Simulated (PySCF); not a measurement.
**Si⁻: dipole response in dyall-av2z**

How polarisable is Si⁻ at the levels listed below?

Program: PySCF 2.14.0. Level of theory: unrestricted determinants in a Gaussian basis, no spin-orbit coupling in the energies. These are calculated values, not measurements, unless marked.

### Step 1. Starting point

- Element: silicon (Z = 14)
- Basis: dyall-av2z (13s9p2d, 50 functions)
- Hamiltonian: the non-relativistic Hamiltonian (point nucleus)
- State 1: Si⁻: [Ne] 3s2 3p3, high-spin 4S determinant
- Methods: UHF, PBE, PBE0, B3LYP, wB97X-V

Outer shells as boxes (Hund's rule):

Si- [Ne] 3s2 3p3
```
[Ne] core
3s [↑↓]
3p [↑ ][↑ ][↑ ]
```

The runs were made by one driver on top of PySCF. The scripts below sum up each run's settings (the driver also hands on starting orbitals that pick excited configurations, and frozen orbitals as a list rather than a count), and the logs come from the driver's own runs. The driver starts from symmetry-adapted Hartree-Fock orbitals, holds the occupation by maximum overlap and uses a logarithmic radial grid for functionals, so a plain start would take other cycles.

The integrals over 50 functions and the set-up took 0.36 s of CPU time.

### Step 2. Si⁻, method by method

Level: UHF.

input.py reads:

```python
from pyscf import gto, scf, dft, mp, cc
import basis_set_exchange as bse
mol = gto.M(atom="Si 0 0 0", charge=-1, spin=3, symmetry="D2h",
            basis=gto.basis.parse(bse.get_basis("dyall-av2z", elements=["Si"], fmt="nwchem")))
mf = scf.UHF(mol)
mf.irrep_nelec = {'Ag': (3, 3), 'B1u': (2, 1), 'B2u': (2, 1), 'B3u': (2, 1)}
mf.kernel()
```

The log of the run:

```text
damping factor = 0
level_shift factor = 0
DIIS = <class 'pyscf.scf.diis.CDIIS'>
diis_start_cycle = 1
diis_space = 10
diis_damp = 0
SCF conv_tol = 1e-09
SCF conv_tol_grad = None
number electrons alpha = 9  beta = 6
cycle= 1 E= -288.88270044396  delta_E= -1.02e-08  |g|= 3.02e-05  |ddm|= 0.000239
cycle= 2 E= -288.882700446885  delta_E= -2.93e-09  |g|= 1.69e-05  |ddm|= 0.000123
cycle= 3 E= -288.882700448116  delta_E= -1.23e-09  |g|= 1.65e-06  |ddm|= 0.000143
cycle= 4 E= -288.88270044812  delta_E= -3.92e-12  |g|= 6.6e-07  |ddm|= 5.96e-06
converged SCF energy = -288.88270044812  <S^2> = 3.7507946  2S+1 = 4.0003973
```

CPU time 2.4 s on a shared host, the integrals not counted.

Orbital energies by shell (radii are means over both spins):

| shell | electrons | mean orbital energy (eV) | spread (eV) | rms radius (bohr) |
| --- | --- | --- | --- | --- |
| 1s α | 1 | -1865.6 | 0 | 0.129 |
| 1s β | 1 | -1865.3 | 0 | 0.129 |
| 2s α | 1 | -160.67 | 0 | 0.614 |
| 2s β | 1 | -160.36 | 0 | 0.614 |
| 2p α | 3 | -109.16 | 0 | 0.599 |
| 2p β | 3 | -108.53 | 0 | 0.599 |
| 3s α | 1 | -10.920 | 0 | 2.52 |
| 3s β | 1 | -5.590 | 0 | 2.52 |
| 3p α | 3 | -1.691 | 0 | 3.63 |

⟨S²⟩ = 3.751, ⟨L²⟩ = 0.00.

The driver then solved the coupled dipole response at imaginary frequencies: mean α = 91.82 bohr³, C₆ = 1193 au for a like pair.

Level: PBE.

input.py differs from the last one in:

```diff
@@ -4,3 +4,3 @@
             basis=gto.basis.parse(bse.get_basis("dyall-av2z", elements=["Si"], fmt="nwchem")))
-mf = scf.UHF(mol)
+mf = dft.UKS(mol, xc="PBE")
 mf.irrep_nelec = {'Ag': (3, 3), 'B1u': (2, 1), 'B2u': (2, 1), 'B3u': (2, 1)}
```

The log of the run:

```text
damping factor = 0
level_shift factor = 0
DIIS = <class 'pyscf.scf.diis.CDIIS'>
diis_start_cycle = 1
diis_space = 10
diis_damp = 0
SCF conv_tol = 1e-09
SCF conv_tol_grad = None
number electrons alpha = 9  beta = 6
XC functionals = PBE
    J. P. Perdew, K. Burke, and M. Ernzerhof.,  Phys. Rev. Lett. 77, 3865 (1996)
    J. P. Perdew, K. Burke, and M. Ernzerhof.,  Phys. Rev. Lett. 78, 1396 (1997)
    J. P. Perdew, K. Burke, and M. Ernzerhof.,  Phys. Rev. Lett. 77, 3865 (1996)
    J. P. Perdew, K. Burke, and M. Ernzerhof.,  Phys. Rev. Lett. 78, 1396 (1997)
cycle= 1 E= -289.281106257203  delta_E= -0.0101  |g|= 0.0138  |ddm|= 0.179
cycle= 2 E= -289.281115645302  delta_E= -9.39e-06  |g|= 0.00556  |ddm|= 0.0207
cycle= 3 E= -289.281123408256  delta_E= -7.76e-06  |g|= 0.00271  |ddm|= 0.017
cycle= 4 E= -289.281132495449  delta_E= -9.09e-06  |g|= 0.00109  |ddm|= 0.00971
cycle= 5 E= -289.281133536271  delta_E= -1.04e-06  |g|= 1.85e-05  |ddm|= 0.00221
cycle= 6 E= -289.281133536789  delta_E= -5.19e-10  |g|= 9.67e-07  |ddm|= 5.37e-05
converged SCF energy = -289.281133536789  <S^2> = 3.7503993  2S+1 = 4.0001996
```

It used 0.66 s of CPU time after the integrals (shared host).

At PBE the highest occupied level has a positive energy, so only the finite basis holds that electron; in a density functional this comes from self-interaction and does not mean that the real anion is unbound.

Level: PBE0.

input.py differs from the last one in:

```diff
@@ -4,3 +4,3 @@
             basis=gto.basis.parse(bse.get_basis("dyall-av2z", elements=["Si"], fmt="nwchem")))
-mf = dft.UKS(mol, xc="PBE")
+mf = dft.UKS(mol, xc="PBE0")
 mf.irrep_nelec = {'Ag': (3, 3), 'B1u': (2, 1), 'B2u': (2, 1), 'B3u': (2, 1)}
```

The log of the run:

```text
damping factor = 0
level_shift factor = 0
DIIS = <class 'pyscf.scf.diis.CDIIS'>
diis_start_cycle = 1
diis_space = 10
diis_damp = 0
SCF conv_tol = 1e-09
SCF conv_tol_grad = None
number electrons alpha = 9  beta = 6
XC functionals = PBE0
    C. Adamo and V. Barone.,  J. Chem. Phys. 110, 6158 (1999)
    M. Ernzerhof and G. E. Scuseria.,  J. Chem. Phys. 110, 5029 (1999)
cycle= 1 E= -289.304921824935  delta_E= -0.00499  |g|= 0.0101  |ddm|= 0.0927
cycle= 2 E= -289.30497921394  delta_E= -5.74e-05  |g|= 0.00588  |ddm|= 0.0408
cycle= 3 E= -289.305017039656  delta_E= -3.78e-05  |g|= 0.0022  |ddm|= 0.0167
cycle= 4 E= -289.3050190882  delta_E= -2.05e-06  |g|= 0.000211  |ddm|= 0.00289
cycle= 5 E= -289.305019133504  delta_E= -4.53e-08  |g|= 3.15e-05  |ddm|= 0.000719
cycle= 6 E= -289.305019134785  delta_E= -1.28e-09  |g|= 1.75e-06  |ddm|= 0.000124
cycle= 7 E= -289.305019134788  delta_E= -3.87e-12  |g|= 2.64e-07  |ddm|= 6.15e-06
converged SCF energy = -289.305019134788  <S^2> = 3.7502764  2S+1 = 4.0001382
```

It used 0.64 s of CPU time after the integrals (shared host).

At PBE0 the highest occupied level has a positive energy, so only the finite basis holds that electron; in a density functional this comes from self-interaction and does not mean that the real anion is unbound.

Level: B3LYP.

input.py differs from the last one in:

```diff
@@ -4,3 +4,3 @@
             basis=gto.basis.parse(bse.get_basis("dyall-av2z", elements=["Si"], fmt="nwchem")))
-mf = dft.UKS(mol, xc="PBE0")
+mf = dft.UKS(mol, xc="B3LYP")
 mf.irrep_nelec = {'Ag': (3, 3), 'B1u': (2, 1), 'B2u': (2, 1), 'B3u': (2, 1)}
```

The log of the run:

```text
damping factor = 0
level_shift factor = 0
DIIS = <class 'pyscf.scf.diis.CDIIS'>
diis_start_cycle = 1
diis_space = 10
diis_damp = 0
SCF conv_tol = 1e-09
SCF conv_tol_grad = None
number electrons alpha = 9  beta = 6
XC functionals = B3LYP
    P. J. Stephens, F. J. Devlin, C. F. Chabalowski, and M. J. Frisch.,  J. Phys. Chem. 98, 11623 (1994)
cycle= 1 E= -289.444453442975  delta_E= -0.00905  |g|= 0.0129  |ddm|= 0.159
cycle= 2 E= -289.444500917401  delta_E= -4.75e-05  |g|= 0.0122  |ddm|= 0.063
cycle= 3 E= -289.444643160034  delta_E= -0.000142  |g|= 0.00158  |ddm|= 0.0262
cycle= 4 E= -289.444643602665  delta_E= -4.43e-07  |g|= 0.000427  |ddm|= 0.00217
cycle= 5 E= -289.444643870713  delta_E= -2.68e-07  |g|= 5.31e-05  |ddm|= 0.00139
cycle= 6 E= -289.444643874147  delta_E= -3.43e-09  |g|= 2.66e-06  |ddm|= 0.000162
cycle= 7 E= -289.444643874153  delta_E= -6.42e-12  |g|= 4.07e-07  |ddm|= 8.28e-06
converged SCF energy = -289.444643874153  <S^2> = 3.7502789  2S+1 = 4.0001395
```

CPU time 0.73 s on a shared host, the integrals not counted.

At B3LYP the highest occupied level has a positive energy, so only the finite basis holds that electron; in a density functional this comes from self-interaction and does not mean that the real anion is unbound.

Level: wB97X-V.

input.py differs from the last one in:

```diff
@@ -4,3 +4,3 @@
             basis=gto.basis.parse(bse.get_basis("dyall-av2z", elements=["Si"], fmt="nwchem")))
-mf = dft.UKS(mol, xc="B3LYP")
+mf = dft.UKS(mol, xc="WB97X_V")
 mf.irrep_nelec = {'Ag': (3, 3), 'B1u': (2, 1), 'B2u': (2, 1), 'B3u': (2, 1)}
```

The log of the run:

```text
damping factor = 0
level_shift factor = 0
DIIS = <class 'pyscf.scf.diis.CDIIS'>
diis_start_cycle = 1
diis_space = 10
diis_damp = 0
SCF conv_tol = 1e-09
SCF conv_tol_grad = None
number electrons alpha = 9  beta = 6
XC functionals = WB97X_V
    N. Mardirossian and M. Head-Gordon.,  Phys. Chem. Chem. Phys. 16, 9904-9924 (2014)
NLC functional = WB97X_V
cycle= 1 E= -289.363788690532  delta_E= -0.00516  |g|= 0.0128  |ddm|= 0.0957
cycle= 2 E= -289.363871812888  delta_E= -8.31e-05  |g|= 0.00237  |ddm|= 0.0306
cycle= 3 E= -289.363881439101  delta_E= -9.63e-06  |g|= 0.000718  |ddm|= 0.0103
cycle= 4 E= -289.363882626965  delta_E= -1.19e-06  |g|= 0.000146  |ddm|= 0.00416
cycle= 5 E= -289.363882670917  delta_E= -4.4e-08  |g|= 2.33e-05  |ddm|= 0.000777
cycle= 6 E= -289.363882672533  delta_E= -1.62e-09  |g|= 4.78e-06  |ddm|= 0.000159
cycle= 7 E= -289.363882672621  delta_E= -8.79e-11  |g|= 1.33e-06  |ddm|= 3.73e-05
converged SCF energy = -289.363882672621  <S^2> = 3.7502571  2S+1 = 4.0001286
```

CPU time 6.2 s on a shared host, the integrals not counted.

The driver then solved the coupled dipole response at imaginary frequencies: mean α = 93.07 bohr³, C₆ = 1207 au for a like pair.

Radial density 4πr²ρ of Si⁻ at UHF:

| r (bohr) | density | spin density |
| --- | --- | --- |
| 0.00236 | 0.116 | 0.000 |
| 0.00397 | 0.313 | 0.000 |
| 0.00668 | 0.822 | 0.000 |
| 0.0112 | 2.05 | 0.000 |
| 0.0189 | 4.68 | -0.001 |
| 0.0318 | 9.24 | -0.001 |
| 0.0535 | 14.4 | 0.001 |
| 0.0900 | 15.4 | 0.015 |
| 0.151 | 10.8 | 0.062 |
| 0.255 | 10.9 | 0.135 |
| 0.428 | 14.3 | 0.111 |
| 0.720 | 7.27 | -0.012 |
| 1.21 | 1.71 | 0.292 |
| 2.04 | 1.93 | 0.944 |
| 3.43 | 0.973 | 0.690 |
| 5.76 | 0.177 | 0.161 |
| 9.70 | 0.0110 | 0.011 |
| 16.3 | 3.59e-05 | 0.000 |

### Step 3. The response side by side

Si⁻, in atomic units:

| method | mean α | C₆ (like pair) | S(−4) |
| --- | --- | --- | --- |
| UHF | 91.82 | 1193 | 4102 |
| wB97X-V | 93.07 | 1207 | 4405 |

α(iu) at wB97X-V:

| u (hartree) | α(iu) (bohr³) |
| --- | --- |
| 0 | 93.07 |
| 0.0500 | 83.87 |
| 0.100 | 67.76 |
| 0.200 | 43.74 |
| 0.300 | 29.32 |
| 0.500 | 14.79 |
| 0.750 | 7.635 |
| 1.00 | 4.586 |
| 1.50 | 2.169 |
| 2.00 | 1.264 |
| 3.00 | 0.5913 |
| 5.00 | 0.2289 |

### Step 4. Outcome

```
quantity                                 value
α of Si⁻  91.82 (UHF) to 93.07 (wB97X-V) bohr³
```

**Reading.** A single London oscillator with the computed α and C₆ of Si⁻ at UHF would have ω = 4 C₆ / (3 α²) = 0.189 hartree. The basis is finite, and no extrapolation was made.
